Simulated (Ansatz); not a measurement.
# SiGeH+ (triplet): wave-function methods side by side, cc-pVTZ

The task here is to estimate one member of a computed series from the others.

The runs use Ansatz 0.2.0, Gaussian basis; cc-pVTZ, core rule «outside noble gas», up to 19 orbitals frozen.

Plan: UHF; CCSD(T) on ROHF; CCSD(T) on UHF; BCCD(T) on ROHF; CCSDT(Q) on ROHF; CCSDT(Q) on UHF; CASSCF and MRCISD+Q, 8 electrons in 9 orbitals; CASSCF and NEVPT2, 8 electrons in 9 orbitals.

5 further runs of the same task are left out: 5 set aside as unsound or not needed.

### The system

The geometry is a PBE0/def2-TZVP stationary point (not a proven minimum) of the parent state, kept for this charge and spin. No spin-orbit coupling is included. The filled d shell of Ge may be among the frozen orbitals whatever the setting's name suggests; the logs give the count.

3 atoms, charge 1, spin multiplicity 3.

Atoms are counted from 1 here; the program's logs count them from 0.

Bond lengths: Si1–Ge2 2.393 Å, Si1–H3 1.522 Å. Angles: Ge2–Si1–H3 111.0°.

The first run:

Input file in.yaml:

```yaml
crystal:
  periodic: [false, false, false]
  atoms:
    - {symbol: Si, position_ang: [0.000000, -0.103104, 1.700052]}
    - {symbol: Ge, position_ang: [0.000000, 0.022000, -0.689498]}
    - {symbol: H, position_ang: [0.000000, 1.287411, 2.319887]}
basis:
  gaussian: {orbitals: cc-pVTZ}
total_charge: 1
magnetization: {spin_polarized: true, initial_magnetization: 2}
hamiltonian: {xc: hf}
output: {orbitals: {seedname: orbitals}}
```

Run with:

```console
> ansatz run in.yaml --threads 1 --pin off --events-out ev --progress --plain --max-ram 4096MiB --backend cpu
```

Steps of the session up to this table: UHF; CCSD(T) on ROHF; CCSD(T) on UHF; BCCD(T) on ROHF; CCSDT(Q) on ROHF; CCSDT(Q) on UHF; CASSCF and MRCISD+Q, 8 electrons in 9 orbitals; CASSCF and NEVPT2, 8 electrons in 9 orbitals.

One table of the session follows, with a row left open; its other results are not shown here.

```
          method  from RCCSDT(Q) (meV)
            ROHF               +5305.5
             UHF               +5056.1
            RMP2               +1278.2
            UMP2                     ?
           RCCSD                +333.8
           UCCSD                +323.6
        RCCSD(T)                 +76.2
        UCCSD(T)                 +75.8
         BCCD(T)                 +75.2
          RCCSDT                 +19.0
          UCCSDT                 +14.2
       RCCSDT(Q)                     0
       UCCSDT(Q)                  -5.0
  CASSCF valence               +3304.1
  NEVPT2 valence                +783.9
  MRCISD valence                +241.5
MRCISD+Q valence                 +19.3
```

Estimate the missing values for UMP2.

As computed: from RCCSDT(Q) (meV): +1314.4. In the column «from RCCSDT(Q) (meV)» it lies between RMP2 (+1278.2) and CASSCF valence (+3304.1).

Some runs used a GPU and others CPU threads alone; cost is compared among the CPU runs only.

Among the levels timed on like hardware, those that no quicker one beats, quickest first: NEVPT2 valence (15 s, +783.9 meV); BCCD(T) (24 s, +75.2 meV).

Limits of these values: Of the multireference levels listed MRCISD+Q valence comes nearest in total energy (+19.3 meV), which doesn't show that its space is the better one. Restricted and unrestricted rows rest on different reference determinants; where their highest levels disagree by more than a few hundredths of an eV, they describe different states and don't form one ladder.
